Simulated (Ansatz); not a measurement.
# Cl5FH2OW: the cost of one run

All numbers below are computed with Ansatz 0.2.0 (RKS PBE/def2-SVP).

**1. The starting structure**

Bond lengths: W1–O2 2.290 Å, O2–H3 1.010 Å, W1–Cl4 2.390 Å, W1–Cl5 2.390 Å, W1–F6 1.850 Å, W1–Cl7 2.390 Å, W1–Cl8 2.390 Å, W1–Cl9 2.690 Å, Cl4–Cl9 2.121 Å, Cl5–Cl9 2.036 Å. Angles (14 of 27 angles, heavy atoms first): O2–W1–Cl4 90.0°, O2–W1–Cl5 90.0°, O2–W1–F6 90.0°, O2–W1–Cl7 90.0°, O2–W1–Cl8 180.0°, O2–W1–Cl9 71.6°, Cl4–W1–Cl5 90.0°, Cl4–W1–F6 180.0°, Cl4–W1–Cl7 90.0°, Cl4–W1–Cl8 90.0°, Cl4–W1–Cl9 48.9°, Cl5–W1–F6 90.0°, Cl5–W1–Cl7 180.0°, Cl5–W1–Cl8 90.0°.

Coordinates:

```xyz
10

W     0.0000    0.0000    0.0000
O     0.0000    0.0000    2.2900
H    -0.9095   -0.2814    2.6271
Cl    2.3900    0.0000    0.0000
Cl    0.0000    2.3900    0.0000
F    -1.8500    0.0000    0.0000
Cl    0.0000   -2.3900    0.0000
Cl    0.0000    0.0000   -2.3900
Cl    1.7678    1.8416    0.8482
H     0.9192    0.9576    2.0562
```

**2. Pulling towards end A**

Springs on the bonds that form and break draw the guess towards this end; the thresholds are loose.

File input.yaml:

```yaml
crystal:
  periodic: [false, false, false]
  atoms:
    - { symbol: W, position_ang: [0.0, 0.0, 0.0] }
    - { symbol: O, position_ang: [0.0, 0.0, 2.29] }
    - { symbol: H, position_ang: [-0.9095, -0.2814, 2.6271] }
    - { symbol: Cl, position_ang: [2.39, 0.0, 0.0] }
    - { symbol: Cl, position_ang: [0.0, 2.39, 0.0] }
    - { symbol: F, position_ang: [-1.85, 0.0, 0.0] }
    - { symbol: Cl, position_ang: [0.0, -2.39, 0.0] }
    - { symbol: Cl, position_ang: [0.0, 0.0, -2.39] }
    - { symbol: Cl, position_ang: [1.7678, 1.8416, 0.8482] }
    - { symbol: H, position_ang: [0.9192, 0.9576, 2.0562] }
basis:
  gaussian: { orbitals: def2-SVP }
hamiltonian:
  xc: pbe
relax:
  f_tol: 0.15
  max_steps: 25
  restrain:
    - { distance: [0, 8], at: 3.59, k: 30.0 }
    - { distance: [9, 1], at: 2.21, k: 30.0 }
    - { distance: [0, 1], at: 1.94, k: 30.0 }
    - { distance: [9, 8], at: 1.37, k: 30.0 }
```

The run is started by

```
ansatz run input.yaml --threads 4 --pin off --max-ram 5120MiB --backend cpu --events-out ev --progress --plain --runs-dir out
```

**Question.** How long does this run take on 4 threads of Arm Neoverse V2, shared host, and how much memory does it need?

About 58 s, with a peak of 0.31 GiB.
